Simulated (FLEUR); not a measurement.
# Bi2Te3 (Tellurobismuthite) (R-3m) in FLEUR: band structure with LDA

Aim: the band structure of Bi2Te3 (Tellurobismuthite) with LDA.

Program: FLEUR MaX-R8.1 (later development tree). These are calculated values, not measurements. Logs are shortened: lines on timing, memory, paths and dates and some standing lists are left out, and cuts for length are marked.

**What was measured.**

From “Vacancy and Antisite-Induced Ferromagnetism in Liquid-Phase Exfoliated Bi2Te3”, 2024, arxiv:2412.10539, for a bulk crystal of Bi2Te3: band gap 0.17 eV.

The results are compared with them further down.

## Step 1: The crystal as given

Symmetry: R-3m, No. 166, trigonal system. Conventional cell: a = 4.386 Å, b = 4.386 Å, c = 30.497 Å, α = 90.00°, β = 90.00°, γ = 120.00°. Around Bi (site symmetry 3m) lie 6 Te at 3.07 to 3.25 Å. Te (site symmetry 3m) has 3 Bi at 3.07 Å as nearest neighbours. Te (site symmetry -3m) is surrounded by 6 Bi at 3.25 Å.

## Step 2: Band structure, LDA

inp.xml reads:

```xml
<?xml version="1.0" encoding="UTF-8" standalone="no"?>
<fleurInput fleurInputVersion="0.39">
   <comment>
      Bi2Te3                                                                                              
   </comment>
   <calculationSetup>
      <cutoffs Kmax="4.1" Gmax="12.7" GmaxXC="12.7" numbands="0"/>
      <scfLoop itmax="60" minDistance="0.00001" maxIterBroyd="15" imix="Anderson" alpha="0.05" precondParam="0.0" spinf="2.0" sdNocoIR="T"/>
      <coreElectrons ctail="T" frcor="F" kcrel="0" coretail_lmax="0"/>
      <xcFunctional name="vwn" relativisticCorrections="F"/>
      <magnetism jspins="1"/>
      <soc l_soc="F" theta="0.0" phi="0.0" spav="F"/>
      <expertModes spex="0" secvar="F"/>
      <geometryOptimization l_f="F" forcealpha="1.0" forcemix="BFGS" epsdisp="0.00001" epsforce="0.00001"/>
      <ldaU l_linMix="F" mixParam="0.05" spinf="1.0"/>
   </calculationSetup>
   <cell>
      <bzIntegration valenceElectrons="108.0" mode="hist" fermiSmearingEnergy="0.00183747">
         <kPointListSelection listName="default-1"/>
         <!-- k-points included here -->
         <xi:include xmlns:xi="http://www.w3.org/2001/XInclude" href="kpts.xml"> </xi:include>
      </bzIntegration>
      <!-- symmetry operations included here -->
      <xi:include xmlns:xi="http://www.w3.org/2001/XInclude" href="sym.xml"> </xi:include>
[... 41 lines left out ...]
      </species>
   </atomSpecies>
   <atomGroups>
      <atomGroup species="Bismuth (Bi)">
         <relPos label="                   1">-2.000/5.000 -2.000/5.000 -2.000/5.000</relPos>
         <relPos label="                   2">2.000/5.000 2.000/5.000 2.000/5.000</relPos>
         <force calculate="T" relaxXYZ="TTT"/>
      </atomGroup>
      <atomGroup species="Tellurium (Te)">
         <relPos label="                   3">-.2095000000 -.2095000000 -.2095000000</relPos>
         <relPos label="                   4">.2095000000 .2095000000 .2095000000</relPos>
         <force calculate="T" relaxXYZ="TTT"/>
      </atomGroup>
      <atomGroup species="Tellurium (Te)">
         <relPos label="                   5">.0000000000 .0000000000 .0000000000</relPos>
         <force calculate="T" relaxXYZ="TTT"/>
      </atomGroup>
   </atomGroups>
   <output dos="F" band="F" slice="F">
      <checks vchk="F" cdinf="F"/>
      <bandDOS minEnergy="-.5*Htr" maxEnergy="0.5*Htr" sigma="0.015" storeEVData="T"/>
      <vacuumDOS vacdos="F" integ="F" star="F" nstars="0" locx1="0.0" locy1="0.0" locx2="0.0" locy2="0.0" nstm="0" tworkf="0.0"/>
      <unfoldingBand unfoldBand="F" supercellX="1" supercellY="1" supercellZ="1"/>
      <plotting iplot="0" polar="F">
         <plot TwoD="T" vec1="  1.0  0.0  0.0" vec2="  0.0  1.0  0.0" vec3="  0.0  0.0  1.0" zero="  0.0  0.0  0.0" file="plot"/>
      </plotting>
      <chargeDensitySlicing numkpt="0" minEigenval="0.0" maxEigenval="0.0" nnne="0" pallst="F"/>
      <specialOutput eonly="F"/>
      <moessbauerParams electricFieldGradient="T" isomerShift="T" coreHyperfine="T" valenceHyperfine="T"/>
      <magneticCircularDichroism mcd="F" energyLo="-10.0" energyUp="0.0"/>
   </output>
  <!-- We include the file relax.xml here to enable relaxations (see documentation) -->
  <xi:include xmlns:xi="http://www.w3.org/2001/XInclude" href="relax.xml"> <xi:fallback/> </xi:include>
</fleurInput>
```

crystal.txt reads:

```
Bi2Te3
&input cartesian=F /
2.1930000000  1.2661291403  10.1656666667
-2.1930000000  1.2661291403  10.1656666667
0.0000000000  -2.5322582807  10.1656666667
1.8897261246
1.0 1.0 1.0

5
83 0.6000000000  0.6000000000  0.6000000000
83 0.4000000000  0.4000000000  0.4000000000
52 0.7905000000  0.7905000000  0.7905000000
52 0.2095000000  0.2095000000  0.2095000000
52 0.0000000000  0.0000000000  0.0000000000

&kpt div1=7 div2=7 div3=7 gamma=T /
```

inp.xml (bands) reads:

```
<?xml version="1.0" encoding="UTF-8" standalone="no"?>
<fleurInput fleurInputVersion="0.39">
   <comment>
      Bi2Te3                                                                                              
   </comment>
   <calculationSetup>
      <cutoffs Kmax="4.1" Gmax="12.7" GmaxXC="12.7" numbands="0"/>
      <scfLoop itmax="60" minDistance="0.00001" maxIterBroyd="15" imix="Anderson" alpha="0.05" precondParam="0.0" spinf="2.0" sdNocoIR="T"/>
      <coreElectrons ctail="T" frcor="F" kcrel="0" coretail_lmax="0"/>
      <xcFunctional name="vwn" relativisticCorrections="F"/>
      <magnetism jspins="1"/>
      <soc l_soc="F" theta="0.0" phi="0.0" spav="F"/>
      <expertModes spex="0" secvar="F"/>
      <geometryOptimization l_f="F" forcealpha="1.0" forcemix="BFGS" epsdisp="0.00001" epsforce="0.00001"/>
      <ldaU l_linMix="F" mixParam="0.05" spinf="1.0"/>
   </calculationSetup>
   <cell>
      <bzIntegration valenceElectrons="108.0" mode="hist" fermiSmearingEnergy="0.00183747">
         <kPointListSelection listName="path-1"/>
         <!-- k-points included here -->
         <xi:include xmlns:xi="http://www.w3.org/2001/XInclude" href="kpts.xml"> </xi:include>
      </bzIntegration>
      <!-- symmetry operations included here -->
      <xi:include xmlns:xi="http://www.w3.org/2001/XInclude" href="sym.xml"> </xi:include>
[... 41 lines left out ...]
      </species>
   </atomSpecies>
   <atomGroups>
      <atomGroup species="Bismuth (Bi)">
         <relPos label="                   1">-2.000/5.000 -2.000/5.000 -2.000/5.000</relPos>
         <relPos label="                   2">2.000/5.000 2.000/5.000 2.000/5.000</relPos>
         <force calculate="T" relaxXYZ="TTT"/>
      </atomGroup>
      <atomGroup species="Tellurium (Te)">
         <relPos label="                   3">-.2095000000 -.2095000000 -.2095000000</relPos>
         <relPos label="                   4">.2095000000 .2095000000 .2095000000</relPos>
         <force calculate="T" relaxXYZ="TTT"/>
      </atomGroup>
      <atomGroup species="Tellurium (Te)">
         <relPos label="                   5">.0000000000 .0000000000 .0000000000</relPos>
         <force calculate="T" relaxXYZ="TTT"/>
      </atomGroup>
   </atomGroups>
   <output dos="F" band="T" slice="F">
      <checks vchk="F" cdinf="F"/>
      <bandDOS minEnergy="-.5*Htr" maxEnergy="0.5*Htr" sigma="0.015" storeEVData="T"/>
      <vacuumDOS vacdos="F" integ="F" star="F" nstars="0" locx1="0.0" locy1="0.0" locx2="0.0" locy2="0.0" nstm="0" tworkf="0.0"/>
      <unfoldingBand unfoldBand="F" supercellX="1" supercellY="1" supercellZ="1"/>
      <plotting iplot="0" polar="F">
         <plot TwoD="T" vec1="  1.0  0.0  0.0" vec2="  0.0  1.0  0.0" vec3="  0.0  0.0  1.0" zero="  0.0  0.0  0.0" file="plot"/>
      </plotting>
      <chargeDensitySlicing numkpt="0" minEigenval="0.0" maxEigenval="0.0" nnne="0" pallst="F"/>
      <specialOutput eonly="F"/>
      <moessbauerParams electricFieldGradient="T" isomerShift="T" coreHyperfine="T" valenceHyperfine="T"/>
      <magneticCircularDichroism mcd="F" energyLo="-10.0" energyUp="0.0"/>
   </output>
  <!-- We include the file relax.xml here to enable relaxations (see documentation) -->
  <xi:include xmlns:xi="http://www.w3.org/2001/XInclude" href="relax.xml"> <xi:fallback/> </xi:include>
</fleurInput>
```

Potentials or basis: all-electron, FLAPW.

Command:

```bash
$ inpgen -f crystal.txt -profile fastHighL
$ # inp.xml edited to the form shown
$ mpirun -n 4 fleur_MPI -pe_per_kpt 1
$ mpirun -n 4 fleur_MPI -pe_per_kpt 1   # second run, on inp.xml (bands)
```

Output:

```text
Welcome to FLEUR        (www.flapw.de)
      MaX-Release 8.1          (www.max-centre.eu)

 ========== k-point set info ==========
 Selected k-point list: default-1
 k-point list type: mesh
 7 x 7 x 7
 Number of k points: 44

 ------------Calculation Setup---------------------------
 Number of MPI-tasks      :            4
 Number of PE/node        :            4
 Number of OMP-threads    :            1
 Using exactly            1  PE per kpt
 k-points in parallel     :            4
 pe's per k-point         :            1
 No of k-point loops      :           11
 Using exactly            1  PE per kpt
 Using exactly            1  PE per kpt
 Using exactly            1  PE per kpt
 Eigenvalue solver        :       lapack
 Number of basis functions:         1591
 Approximate size of matrices (H+S) per k-point:         0.038 GB
 --------------------------------------------------------
 Iteration:     1   Distance:       8.73889286 me/bohr^3
 Iteration:     2   Distance:       8.16284955 me/bohr^3
 Iteration:     3   Distance:       3.93233253 me/bohr^3
 Iteration:     4   Distance:       2.32078098 me/bohr^3
 Iteration:     5   Distance:       1.84222483 me/bohr^3
 Iteration:     6   Distance:       0.60565832 me/bohr^3
 Iteration:     7   Distance:       0.15999194 me/bohr^3
 Iteration:     8   Distance:       0.11981713 me/bohr^3
 Iteration:     9   Distance:       0.03335995 me/bohr^3
 Iteration:    10   Distance:       0.02905880 me/bohr^3
 Iteration:    11   Distance:       0.00417382 me/bohr^3
 Iteration:    12   Distance:       0.00299811 me/bohr^3
 Iteration:    13   Distance:       0.00187715 me/bohr^3
 Iteration:    14   Distance:       0.00015667 me/bohr^3
 Iteration:    15   Distance:       0.00013272 me/bohr^3
 Iteration:    16   Distance:       0.00011613 me/bohr^3
 Iteration:    17   Distance:       0.00008255 me/bohr^3
 Iteration:    18   Distance:       0.00004935 me/bohr^3
 Iteration:    19   Distance:       0.00001455 me/bohr^3
 Iteration:    20   Distance:       0.00000376 me/bohr^3

 ********************************************************************
 Run finished successfully
 Stop message:
   all done
 ********************************************************************
```

Run time: 4.9 min. Hardware: 4 MPI ranks of Intel Xeon 6975P-C (Granite Rapids), shared host.

What came out:

```yaml
Free_energy: -1728278.7849 eV
Band_gap_on_the_k_mesh: 0.21 eV, direct
Band_gap_along_the_path: 0.21 eV, direct
Valence_electrons_inside_the_program's_atomic_spheres: Bi 18.75; Te 19.77, 19.82 (radii Bi 2.66, Te 2.55 bohr)
```

Levels at the corners of the path, in eV from the valence-band top:
| point | band 52 | band 53 | band 54 | band 55 | band 56 | band 57 |
| --- | --- | --- | --- | --- | --- | --- |
| Γ | -0.82 | -0.82 | 0.00 | 0.21 | 0.64 | 0.64 |
| L | -2.40 | -0.88 | -0.49 | 0.52 | 1.04 | 2.72 |
| B1 | -1.93 | -0.95 | -0.76 | 1.16 | 1.43 | 2.50 |
| B | -1.93 | -0.95 | -0.76 | 1.16 | 1.43 | 2.50 |
| Z | -1.12 | -1.12 | -0.48 | 0.81 | 1.12 | 1.12 |
| Γ | -0.82 | -0.82 | 0.00 | 0.21 | 0.64 | 0.64 |
| X | -1.60 | -1.37 | -0.63 | 1.04 | 1.98 | 2.03 |
| Q | -1.60 | -1.37 | -0.63 | 1.04 | 1.98 | 2.03 |
| F | -1.83 | -1.52 | -0.94 | 0.82 | 1.50 | 2.04 |
| P1 | -1.33 | -1.33 | -1.21 | 1.14 | 1.28 | 1.68 |
| Z | -1.12 | -1.12 | -0.48 | 0.81 | 1.12 | 1.12 |
| L | -2.40 | -0.88 | -0.49 | 0.52 | 1.04 | 2.72 |
| P | -1.33 | -1.33 | -1.21 | 1.14 | 1.28 | 1.68 |

Core levels (eV from the Fermi level):
```tsv
atom	levels
1 Bi	1s1/2 -90450.0, 2s1/2 -16235.5, 2p1/2 -15601.5, 2p3/2 -13283.6, 3s1/2 -3915.5, 3p1/2 -3628.8, 3p3/2 -3109.9, 4s1/2 -895.2, 3d3/2 -2639.1, 3d5/2 -2529.0, 4p1/2 -770.6, 4p3/2 -642.4, 5s1/2 -153.8, 4d3/2 -439.5, 4d5/2 -415.6, 4f5/2 -152.0, 4f7/2 -146.5
2 Bi	1s1/2 -90450.0, 2s1/2 -16235.5, 2p1/2 -15601.5, 2p3/2 -13283.6, 3s1/2 -3915.5, 3p1/2 -3628.8, 3p3/2 -3109.9, 4s1/2 -895.2, 3d3/2 -2639.1, 3d5/2 -2529.0, 4p1/2 -770.6, 4p3/2 -642.4, 5s1/2 -153.8, 4d3/2 -439.5, 4d5/2 -415.6, 4f5/2 -152.0, 4f7/2 -146.5
3 Te	1s1/2 -31566.9, 2s1/2 -4836.2, 2p1/2 -4533.3, 2p3/2 -4259.1, 3s1/2 -958.1, 3p1/2 -833.3, 3p3/2 -782.2, 4s1/2 -158.9, 3d3/2 -561.2, 3d5/2 -550.5
4 Te	1s1/2 -31566.9, 2s1/2 -4836.2, 2p1/2 -4533.3, 2p3/2 -4259.1, 3s1/2 -958.1, 3p1/2 -833.3, 3p3/2 -782.2, 4s1/2 -158.9, 3d3/2 -561.2, 3d5/2 -550.5
5 Te	1s1/2 -31566.7, 2s1/2 -4836.0, 2p1/2 -4533.1, 2p3/2 -4258.9, 3s1/2 -957.9, 3p1/2 -833.1, 3p3/2 -782.0, 4s1/2 -158.7, 3d3/2 -561.1, 3d5/2 -550.4
```

Caveat: spin-orbit coupling is left out, which as a rule narrows the gap of such compounds by several tenths of an eV.

## Step 3: Comparison with measurements

Step 2. Against the measured gap of Bi2Te3, 0.17 eV (quoted in “Vacancy and Antisite-Induced Ferromagnetism in Liquid-Phase Exfoliated Bi2Te3”, 2024, arxiv:2412.10539), the calculated 0.21 eV is off by +0.04 eV. Spin-orbit coupling on Bi, Te is left out. The value is that of LDA, without temperature or zero-point motion.
